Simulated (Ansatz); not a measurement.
This script makes a test of the smearing width of GaFe₃, space group Fm-3m with Ansatz 0.2.0 through its Python package.

Contents of `gafe3.xyz`:
```text
4
Lattice="0.0 2.891594 2.891594 2.891594 0.0 2.891594 2.891594 2.891594 0.0" Properties=species:S:1:pos:R:3:initial_magmoms:R:1 pbc="T T T"
Ga    0.00000000    0.00000000    0.00000000  0.00
Fe    2.89159400    2.89159400    2.89159400  3.50
Fe    4.33739100    4.33739100    4.33739100  3.50
Fe    1.44579700    1.44579700    1.44579700  3.50
```

`smear.py`
```python
"""Smearing width test for GaFe3."""

import warnings

import ansatz as az
from tabulate import tabulate

XC = "lda"
KSPACING = 0.38
SCF_TOL = 1e-08
MAX_SCF = 150

warnings.simplefilter("ignore", az.DeckWarning)

xtal = az.Crystal.from_extxyz("gafe3.xyz")

calc = xtal.calculation()
calc = calc.functional(XC)
calc = calc.basis(20 * az.Ha, density_ratio=4)
calc = calc.accuracy("medium").kpoints(spacing=KSPACING)
calc = calc.spin(az.SpinTreatment.COLLINEAR).scf(tolerance=SCF_TOL, max_iterations=MAX_SCF, lower_state_search="light")

rows = []
for value in [0.5, 0.3, 0.2, 0.1]:
    report = calc.occupations("methfessel_paxton", width=value).run().report
    rows.append((value, report["free_energy_ev"] / len(report["lattice"]["sites"]), report["n_iterations"], report["magnetization_mub"], report["n_kpoints"]))

print(tabulate(rows, headers=["width (eV)", "F/atom (eV)", "iterations", "moment (muB)", "k-points"], floatfmt=".4f", tablefmt="simple"))

# differences from the last row
for row in rows[:-1]:
    shift = 1000 * (row[1] - rows[-1][1])
    print(f"{row[0]}: {shift:+.2f} meV/atom" + ("  (within 2 meV)" if abs(shift) < 2 else ""))
```

How much does the free energy per atom change between the narrowest and the widest smearing, and why?

Going from 0.1 to 0.5 eV changes F by +4.1 meV an atom. This scheme is built to cancel the term in the square of the width, so the shifts stay small and are partly the mesh's error.

The run itself:

Output of `python smear.py`:
```text
  width (eV)    F/atom (eV)    iterations    moment (muB)    k-points
------------  -------------  ------------  --------------  ----------
      0.5000     -4241.7565            21          6.1490          10
      0.3000     -4241.7588            19          6.0072          10
      0.2000     -4241.7600            20          5.9485          10
      0.1000     -4241.7606            19          5.9431          10
0.5: +4.10 meV/atom
0.3: +1.79 meV/atom  (within 2 meV)
0.2: +0.62 meV/atom  (within 2 meV)
```

Other magnetic orders than the one started from may lie lower. For a metal this k-point mesh is coarse: on a finer one energies can move by several to tens of meV an atom and pressures by half a GPa or more, differences at one mesh by less. The narrowest width needs the finest mesh, so the last row is no converged reference. This cell is a computed structure, which may not be the phase found in nature. Run time: 32 s on 1 thread of Arm Neoverse V1, on a shared host, peak memory 0.45 GiB.
